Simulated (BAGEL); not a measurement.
**One shape, several levels: singlet [C2F5]+**

Wanted: a comparison of 6 runs (HF/STO-3G, HF/6-31G*, B3LYP/6-31G*, B3LYP/cc-pVDZ, PBE0/cc-pVDZ, RI-MP2/cc-pVDZ) of singlet [C2F5]+. 

The calculation is run with BAGEL 1.2.2.

## Step 1: The molecule

The species is [C2F5]+ (7 atoms), meant as a singlet with charge +1. As SMILES of the parent species, `F[C](F)C(F)(F)F`. Geometry: relaxed at PBE0-D4/def2-TZVP. That shape belongs to the parent species and isn't relaxed for this state.

Bond lengths: F1–C2 1.312 Å, C2–F3 1.312 Å, C2–C4 1.514 Å, C4–F5 1.327 Å, C4–F6 1.327 Å, C4–F7 1.338 Å. Angles: F1–C2–F3 112.2°, F1–C2–C4 114.4°, F3–C2–C4 114.4°, C2–C4–F5 109.8°, C2–C4–F6 109.7°, C2–C4–F7 111.6°, F5–C4–F6 109.4°, F5–C4–F7 108.1°, F6–C4–F7 108.1°.

## Step 2: The energy at HF/STO-3G (density fitting with cc-pvqz-jkfit) (run 1)

The input, hf.json:

```json
{ "bagel": [

{
  "title": "molecule",
  "basis": "sto-3g",
  "df_basis": "cc-pvqz-jkfit",
  "angstrom": "true",
  "geometry": [
    { "atom": "F", "xyz": [       1.561030,      -0.846020,       0.512950 ] },
    { "atom": "C", "xyz": [       0.322010,      -0.468420,       0.723150 ] },
    { "atom": "F", "xyz": [      -0.464130,      -1.481230,       1.002660 ] },
    { "atom": "C", "xyz": [      -0.228340,       0.480800,      -0.320510 ] },
    { "atom": "F", "xyz": [       0.577960,       1.527090,      -0.444820 ] },
    { "atom": "F", "xyz": [      -1.434800,       0.896110,       0.043240 ] },
    { "atom": "F", "xyz": [      -0.333720,      -0.108340,      -1.516660 ] }
  ]
},

{ "title": "hf", "charge": 1 },

{ "title": "print", "file": "orbitals.molden", "orbitals": "true" }

]}
```

Command:

```console
$ BAGEL_NUM_THREADS=1 BAGEL hf.json > hf.out
```

Standard output:

```text
* using 1 threads per process

  ===============================================================
  ===============================================================

  *** Geometry ***

  { "atom" : "F", "xyz" : [      2.949919,     -1.598746,      0.969335 ] },
  { "atom" : "C", "xyz" : [      0.608511,     -0.885186,      1.366555 ] },
  { "atom" : "F", "xyz" : [     -0.877079,     -2.799119,      1.894753 ] },
  { "atom" : "C", "xyz" : [     -0.431500,      0.908580,     -0.605676 ] },
  { "atom" : "F", "xyz" : [      1.092186,      2.885782,     -0.840588 ] },
  { "atom" : "F", "xyz" : [     -2.711379,      1.693402,      0.081712 ] },
  { "atom" : "F", "xyz" : [     -0.630639,     -0.204733,     -2.866072 ] },

  Number of auxiliary basis functions:      742

  Since a DF basis is specified, we compute 2- and 3-index integrals:
    o Being stored without compression. Storage requirement is 0.007 GB

  Number of basis functions:       35
  Number of electrons      :       57

    * METHOD: MOLECULE                             0.26

  *** RHF ***

  === Nuclear Repulsion ===
   346.1120023625

      * DIIS with orbital gradients will be used.

  === RHF iteration (sto-3g) ===
      0       -564.23127232          0.03521965           0.03
      1       -564.56116424          0.01915896           0.03
      2       -564.65667742          0.00222934           0.03
[... 12 lines of this table left out ...]
     15       -564.66089847          0.00000001           0.03
    * SCF iteration converged.

    * Permanent dipole moment:
           (   -0.533080,     0.841934,    -1.110607) a.u.

    * METHOD: HF                                   0.50

    * METHOD: PRINT                                0.00

  ===============================================================
```

It took 0.92 s on 1 thread of AMD EPYC 9R45 (Zen 5), shared host.

## Step 3: A single-point energy at HF/6-31G(d) (density fitting with cc-pvqz-jkfit, spherical functions) (run 2)

The input, input.json:

```json
{ "bagel" : [

{
  "title" : "molecule",
  "basis" : "6-31gs.json",
  "df_basis" : "cc-pvqz-jkfit",
  "angstrom" : true,
  "geometry" : [
    { "atom" : "F", "xyz" : [    1.561030,   -0.846020,    0.512950 ] },
    { "atom" : "C", "xyz" : [    0.322010,   -0.468420,    0.723150 ] },
    { "atom" : "F", "xyz" : [   -0.464130,   -1.481230,    1.002660 ] },
    { "atom" : "C", "xyz" : [   -0.228340,    0.480800,   -0.320510 ] },
    { "atom" : "F", "xyz" : [    0.577960,    1.527090,   -0.444820 ] },
    { "atom" : "F", "xyz" : [   -1.434800,    0.896110,    0.043240 ] },
    { "atom" : "F", "xyz" : [   -0.333720,   -0.108340,   -1.516660 ] }
  ]
},
{ "title" : "hf", "charge" : 1 },
{ "title" : "print", "file" : "orbitals.molden", "orbitals" : true }

]}
```

The basis set 6-31G* is read from a file made from the Basis Set Exchange's data (not shown).

Command:

```console
$ BAGEL_NUM_THREADS=1 BAGEL input.json > input.out
```

Standard output:

```text
* using 1 threads per process

  ===============================================================
  ===============================================================

  *** Geometry ***

  { "atom" : "F", "xyz" : [      2.949919,     -1.598746,      0.969335 ] },
  { "atom" : "C", "xyz" : [      0.608511,     -0.885186,      1.366555 ] },
  { "atom" : "F", "xyz" : [     -0.877079,     -2.799119,      1.894753 ] },
  { "atom" : "C", "xyz" : [     -0.431500,      0.908580,     -0.605676 ] },
  { "atom" : "F", "xyz" : [      1.092186,      2.885782,     -0.840588 ] },
  { "atom" : "F", "xyz" : [     -2.711379,      1.693402,      0.081712 ] },
  { "atom" : "F", "xyz" : [     -0.630639,     -0.204733,     -2.866072 ] },

  Number of auxiliary basis functions:      742

  Since a DF basis is specified, we compute 2- and 3-index integrals:
    o Being stored without compression. Storage requirement is 0.057 GB

  Number of basis functions:       98
  Number of electrons      :       57

    * METHOD: MOLECULE                             0.36

  *** RHF ***

  === Nuclear Repulsion ===
   346.1120023625

      * DIIS with orbital gradients will be used.

  === RHF iteration (6-31gs.json) ===
      0       -571.95732880          0.03047107           0.10
      1       -572.18146638          0.02464214           0.09
      2       -572.47183612          0.00178807           0.09
[... 12 lines of this table left out ...]
     15       -572.47568420          0.00000001           0.10
    * SCF iteration converged.

    * Permanent dipole moment:
           (   -0.529076,     0.677631,    -1.306711) a.u.

    * METHOD: HF                                   1.68

    * METHOD: PRINT                                0.01

  ===============================================================
```

It took 2.2 s on 1 thread of AMD EPYC 9R45 (Zen 5), shared host; peak memory 0.2 GiB.

Runs 3 to 4 aren't shown in full; the table further down has their settings and results.

## Step 4: The energy at PBE0/cc-pVDZ (density fitting with cc-pvqz-jkfit) (run 5)

The input, calc.json:

```json
{ "bagel" : [

{
  "title" : "molecule",
  "basis" : "cc-pvdz.json",
  "df_basis" : "cc-pvqz-jkfit",
  "angstrom" : "true",
  "geometry" : [
    { "atom" : "F", "xyz" : [       1.561030,      -0.846020,       0.512950 ] },
    { "atom" : "C", "xyz" : [       0.322010,      -0.468420,       0.723150 ] },
    { "atom" : "F", "xyz" : [      -0.464130,      -1.481230,       1.002660 ] },
    { "atom" : "C", "xyz" : [      -0.228340,       0.480800,      -0.320510 ] },
    { "atom" : "F", "xyz" : [       0.577960,       1.527090,      -0.444820 ] },
    { "atom" : "F", "xyz" : [      -1.434800,       0.896110,       0.043240 ] },
    { "atom" : "F", "xyz" : [      -0.333720,      -0.108340,      -1.516660 ] }
  ]
},

{
  "title" : "ks",
  "xc_func" : "pbe0",
  "charge" : 1
},

{
  "title" : "print",
  "file" : "orbitals.molden",
  "orbitals" : "true"
}

]}
```

The basis set cc-pVDZ is read from a file made from the Basis Set Exchange's data (not shown).

Command:

```console
$ BAGEL_NUM_THREADS=1 BAGEL calc.json > calc.out
```

Standard output:

```text
* using 1 threads per process

  ===============================================================
  ===============================================================

  *** Geometry ***

[... 20 lines left out ...]
    * Removing 14050 points whose weight is below 1.00e-10
[... 2 lines left out ...]
  === Nuclear Repulsion ===
   346.1120023625

       - DIIS with orbital gradients will be used.

  === KS iteration (pbe0 / cc-pvdz.json) ===
      0       -534.77376431          0.13830317           0.32
      1       -514.66771068          0.16260700           0.29
      2       -446.70790005          0.18189084           0.29
[... 18 lines of this table left out ...]
     21       -574.45238199          0.00000001           0.29
    * SCF iteration converged.

    * Permanent dipole moment:
           (   -0.509720,     0.768996,    -1.108480) a.u.

    * METHOD: KS                                   6.80

    * METHOD: PRINT                                0.01

  ===============================================================
```

Run time: 7.5 s. Hardware: 1 thread of AMD EPYC 9R45 (Zen 5), shared host; peak memory 0.47 GiB.

## Step 5: The energy at RI-MP2/cc-pVDZ (density fitting with cc-pvqz-jkfit) (run 6)

The input, job.json:

```json
{ "bagel": [

{
  "title": "molecule",
  "basis": "cc-pvdz.json",
  "df_basis": "cc-pvqz-jkfit",
  "angstrom": true,
  "geometry": [
    { "atom": "F", "xyz": [       1.561030,      -0.846020,       0.512950 ] },
    { "atom": "C", "xyz": [       0.322010,      -0.468420,       0.723150 ] },
    { "atom": "F", "xyz": [      -0.464130,      -1.481230,       1.002660 ] },
    { "atom": "C", "xyz": [      -0.228340,       0.480800,      -0.320510 ] },
    { "atom": "F", "xyz": [       0.577960,       1.527090,      -0.444820 ] },
    { "atom": "F", "xyz": [      -1.434800,       0.896110,       0.043240 ] },
    { "atom": "F", "xyz": [      -0.333720,      -0.108340,      -1.516660 ] }
  ]
},

{
  "title": "hf",
  "charge": 1
},

{
  "title": "mp2",
  "charge": 1,
  "ncore": 7
}

]}
```

The basis set cc-pVDZ is read from a file made from the Basis Set Exchange's data (not shown).

Command:

```console
$ BAGEL_NUM_THREADS=1 BAGEL job.json > job.out
```

Standard output:

```text
* using 1 threads per process

  ===============================================================
  ===============================================================

  *** Geometry ***

[... 31 lines left out ...]
    * SCF iteration converged.
[... 1 line left out ...]
    * Permanent dipole moment:
[... 2 lines left out ...]
    * METHOD: HF                                   1.71

  *** RHF ***

  === Nuclear Repulsion ===
   346.1120023625

      * DIIS with orbital gradients will be used.

  === RHF iteration (cc-pvdz.json) ===
      0       -572.50269151          0.00000000           0.09
    * SCF iteration converged.

    * Permanent dipole moment:
           (   -0.539293,     0.682600,    -1.342437) a.u.

  === DF-MP2 calculation ===

    * freezing 7 orbitals
    * 3-index integral transformation done
    * assembly done

      MP2 correlation energy:   -1.1895954044      0.09

      MP2 total energy:       -573.6922869167

    * METHOD: MP2                                  0.29

  ===============================================================
```

Run time: 2.5 s. Hardware: 1 thread of AMD EPYC 9R45 (Zen 5), shared host; peak memory 0.2 GiB.

## Step 6: Overview of the runs

```
run                                                                   level  frozen core orbitals  energy (Eh)  HOMO energy (eV)  LUMO energy (eV)  HOMO–LUMO gap (eV)  wall time
  1                          HF/STO-3G (density fitting with cc-pvqz-jkfit)                     –  -564.660898            -19.64             -6.75               12.89     0.92 s
  2     HF/6-31G* (density fitting with cc-pvqz-jkfit, spherical functions)                     –  -572.475684            -24.19             -9.06               15.13      2.2 s
  3  B3LYP/6-31G* (density fitting with cc-pvqz-jkfit, spherical functions)                     –  -574.957351            -17.69            -13.29                4.40      8.4 s
  4                      B3LYP/cc-pVDZ (density fitting with cc-pvqz-jkfit)                     –  -574.996104            -17.81            -13.43                4.39      7.2 s
  5                       PBE0/cc-pVDZ (density fitting with cc-pvqz-jkfit)                     –  -574.452382            -18.23            -13.20                5.03      7.5 s
  6                     RI-MP2/cc-pVDZ (density fitting with cc-pvqz-jkfit)                     7  -573.692287                 –                 –                   –      2.5 s
```

## Step 7: Results

| quantity | value |
| --- | --- |
| run 6: total energy | -573.69229 Eh |
| run 6: correlation energy (7 core orbitals frozen) | -1189.6 mEh |

Over runs 1, 2, 3, 4, 5 the HOMO–LUMO gap runs from 4.39 eV (B3LYP/cc-pVDZ) to 15.13 eV (HF/6-31G*). The two ends differ in method and basis. Totals of different functionals can't be ranked against each other. In run 1 the basis is minimal, so the values are rough. All runs together took 29 s, the longest 8.4 s.
